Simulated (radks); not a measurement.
# Rh in [Kr] 4d8 6s1: an all-electron calculation

The task here is to estimate one member of a computed series from the others.

Method: Dirac Kohn-Sham, LDA (Slater exchange, Perdew-Wang correlation), spin-unpolarised, spherical densities, point nucleus; open shells fill j = l - 1/2 first. Code: radks (a radial shooting solver on a logarithmic mesh, Libxc functionals) version 1.

**The atom as given**

* element: rhodium (Z = 45)
* charge: 0
* electrons: 45
* configuration: [Kr] 4d8 6s1

Set-up of the first run:

Settings of this run:

```text
Z 45
configuration [Kr] 4d8 6s1
relativity Dirac
functional lda,pw
spin unpolarised
j_filling energy
nucleus point
c 137.035999084
```

Started as:

```console
$ python run_ks.py task.json out
```

All runs below come from this command, one after another.

Steps of the session up to this table: Self-consistent calculation.

One table of the session follows, with a row left open; its other results are not shown here.

It belongs to the step «Orbitals and density». Sizes of the orbitals, from the radial functions (bohr):

```
level      <r>  outermost maximum (interpolated)  90 % within  nodes
1s1/2  0.03266                            0.0212       0.0586      0
2s1/2   0.1417                             0.120        0.219      1
2p1/2   0.1204                            0.0929        0.197      0
2p3/2   0.1252                            0.0970        0.204      0
3s1/2   0.3912                             0.352        0.577      2
3p1/2   0.3835                             0.338        0.579      1
3p3/2   0.3944                             0.348        0.595      1
3d3/2   0.3686                             0.289        0.586      0
3d5/2   0.3721                             0.292        0.591      0
4s1/2   0.9800                             0.880         1.43      3
4p1/2    1.060                             0.926         1.57      2
4p3/2    1.092                             0.952         1.62      2
4d3/2    1.540                              1.14         2.49      1
4d5/2        ?                                 ?            ?      ?
6s1/2    8.834                              8.03         12.6      5
```

Q: Estimate the row for 4d5/2 from the others.

**Answer.** <r>: 1.563; outermost maximum (interpolated): 1.15; 90 % within: 2.54; nodes: 1. In the column «<r>» it lies between 4d3/2 (1.540) and 6s1/2 (8.834).
